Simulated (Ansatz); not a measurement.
# Ge: energy and stress against strain

Aim: for Ge, strain the cell along the Voigt pattern (0, 1, 0, 0, 0, 0).

Computed with Ansatz 0.2.0 (DFT r2SCAN, scalar-relativistic, plane waves, PAW, unless a step's input says otherwise).

1 further run of the same task is left out (set aside as unsound or not needed). Runs told in other sessions of the task aren't counted.

### Step 1. The system as given

Symmetry: Cmmm, No. 65, orthorhombic system. Conventional cell: a = 2.795 Å, b = 5.052 Å, c = 2.650 Å, α = 90.00°, β = 90.00°, γ = 90.00°. Ge (site symmetry mmm) has 8 Ge at 2.65 to 2.89 Å in its first shell of neighbours.

As a file:

```
CELL_PARAMETERS angstrom
1.39759 -2.52621 0.00000
1.39759 2.52621 0.00000
0.00000 0.00000 5.29923
ATOMIC_POSITIONS crystal
Ge 0.50026 0.49974 0.25000
Ge 0.49974 0.50026 0.75000
```

It goes back to an entry of the Materials Project, which need not be the stable form.

It is the result of an earlier relaxation at this level (volume 18.71 Å³/atom; gap on the mesh: none (metal)).

### Step 2. Zero of the scan

The input, input.yaml:

```yaml
crystal:
  lattice:
    - [1.397592124, -2.5262146454, 0.0]
    - [1.397592124, 2.5262146454, 0.0]
    - [0.0, 0.0, 5.2992283745]
  atoms:
    - { symbol: Ge, position: [0.5002627511, 0.4997372489, 0.25] }
    - { symbol: Ge, position: [0.4997372489, 0.5002627511, 0.75] }
basis:
  ecutwfc: 500
kpoints:
  mp_grid: { grid: [24, 24, 12] }
hamiltonian:
  xc: r2scan
scf:
  occupations: { method: gaussian, width: 0.15 }
output:
  forces: true
  stress: true
  eigenvalues: true
  write_density: true
  write_potential: true
  elf: true
  volumetric_format: npy
```

Launch:

```sh
ansatz run input.yaml --threads 1 --pin off --max-ram 2560MiB --backend cpu --events-out ev --progress --plain --runs-dir out
```

### Step 3. Next: energy and stress against strain

The cell is strained by ε times the Voigt pattern (0, 1, 0, 0, 0, 0) (xx, yy, zz, yz, xz, xy; engineering shear), with fractional coordinates fixed (clamped ions). The stress on the pattern is the sum of the stress components weighted by it, tension positive.

### Step 4. At ε = -0.0400

input.yaml: that of step 2 with these lines changed.

```diff
@@ -2,4 +2,4 @@
   lattice:
-    - [1.397592124, -2.5262146454, 0.0]
-    - [1.397592124, 2.5262146454, 0.0]
+    - [1.397592124, -2.4251660596, 0.0]
+    - [1.397592124, 2.4251660596, 0.0]
     - [0.0, 0.0, 5.2992283745]
@@ -20,5 +20 @@
   eigenvalues: true
-  write_density: true
-  write_potential: true
-  elf: true
-  volumetric_format: npy
```

### Step 5. ε = 0.0300

input.yaml: that of step 4 with these lines changed.

```diff
@@ -2,4 +2,4 @@
   lattice:
-    - [1.397592124, -2.4251660596, 0.0]
-    - [1.397592124, 2.4251660596, 0.0]
+    - [1.397592124, -2.6020010848, 0.0]
+    - [1.397592124, 2.6020010848, 0.0]
     - [0.0, 0.0, 5.2992283745]
```

### Step 6. ε = -0.0200

input.yaml: that of step 5 with these lines changed.

```diff
@@ -2,4 +2,4 @@
   lattice:
-    - [1.397592124, -2.6020010848, 0.0]
-    - [1.397592124, 2.6020010848, 0.0]
+    - [1.397592124, -2.4756903525, 0.0]
+    - [1.397592124, 2.4756903525, 0.0]
     - [0.0, 0.0, 5.2992283745]
@@ -20 +20,5 @@
   eigenvalues: true
+  write_density: true
+  write_potential: true
+  elf: true
+  volumetric_format: npy
```

### Step 7. Point ε = 0.0100

input.yaml: that of step 6 with these lines changed.

```diff
@@ -2,4 +2,4 @@
   lattice:
-    - [1.397592124, -2.4756903525, 0.0]
-    - [1.397592124, 2.4756903525, 0.0]
+    - [1.397592124, -2.5514767919, 0.0]
+    - [1.397592124, 2.5514767919, 0.0]
     - [0.0, 0.0, 5.2992283745]
@@ -20,5 +20 @@
   eigenvalues: true
-  write_density: true
-  write_potential: true
-  elf: true
-  volumetric_format: npy
```

### Step 8. ε = 0.0400

input.yaml: that of step 7 with these lines changed.

```diff
@@ -2,4 +2,4 @@
   lattice:
-    - [1.397592124, -2.5514767919, 0.0]
-    - [1.397592124, 2.5514767919, 0.0]
+    - [1.397592124, -2.6272632312, 0.0]
+    - [1.397592124, 2.6272632312, 0.0]
     - [0.0, 0.0, 5.2992283745]
@@ -20 +20,5 @@
   eigenvalues: true
+  write_density: true
+  write_potential: true
+  elf: true
+  volumetric_format: npy
```

### Step 9. ε = -0.0300

input.yaml: that of step 8 with these lines changed.

```diff
@@ -2,4 +2,4 @@
   lattice:
-    - [1.397592124, -2.6272632312, 0.0]
-    - [1.397592124, 2.6272632312, 0.0]
+    - [1.397592124, -2.450428206, 0.0]
+    - [1.397592124, 2.450428206, 0.0]
     - [0.0, 0.0, 5.2992283745]
@@ -20,5 +20 @@
   eigenvalues: true
-  write_density: true
-  write_potential: true
-  elf: true
-  volumetric_format: npy
```

### Step 10. Point ε = 0.0200

input.yaml: that of step 9 with these lines changed.

```diff
@@ -2,4 +2,4 @@
   lattice:
-    - [1.397592124, -2.450428206, 0.0]
-    - [1.397592124, 2.450428206, 0.0]
+    - [1.397592124, -2.5767389383, 0.0]
+    - [1.397592124, 2.5767389383, 0.0]
     - [0.0, 0.0, 5.2992283745]
```

### Step 11. Point ε = -0.0100

input.yaml: that of step 10 with these lines changed.

```diff
@@ -2,4 +2,4 @@
   lattice:
-    - [1.397592124, -2.5767389383, 0.0]
-    - [1.397592124, 2.5767389383, 0.0]
+    - [1.397592124, -2.5009524989, 0.0]
+    - [1.397592124, 2.5009524989, 0.0]
     - [0.0, 0.0, 5.2992283745]
@@ -20 +20,5 @@
   eigenvalues: true
+  write_density: true
+  write_potential: true
+  elf: true
+  volumetric_format: npy
```

### Step 12. At ε = 0.0350

input.yaml: that of step 11 with these lines changed.

```diff
@@ -2,4 +2,4 @@
   lattice:
-    - [1.397592124, -2.5009524989, 0.0]
-    - [1.397592124, 2.5009524989, 0.0]
+    - [1.397592124, -2.614632158, 0.0]
+    - [1.397592124, 2.614632158, 0.0]
     - [0.0, 0.0, 5.2992283745]
@@ -20,5 +20 @@
   eigenvalues: true
-  write_density: true
-  write_potential: true
-  elf: true
-  volumetric_format: npy
```

(Steps that only read results are left out.)

What does the calculation give? Wanted: slope of the stress at ε = 0, over ±0.0100.

**Answer**, as computed:

| quantity | value |
| --- | --- |
| slope of the stress at ε = 0, over ±0.0100 | 113 GPa |

The slope of the stress at zero strain, 113 GPa, estimates C22 with clamped ions in this Cartesian frame; letting the atoms relax could not make it stiffer. The energy drops below the reference, by 0.6 meV/atom at ε = -0.0100.
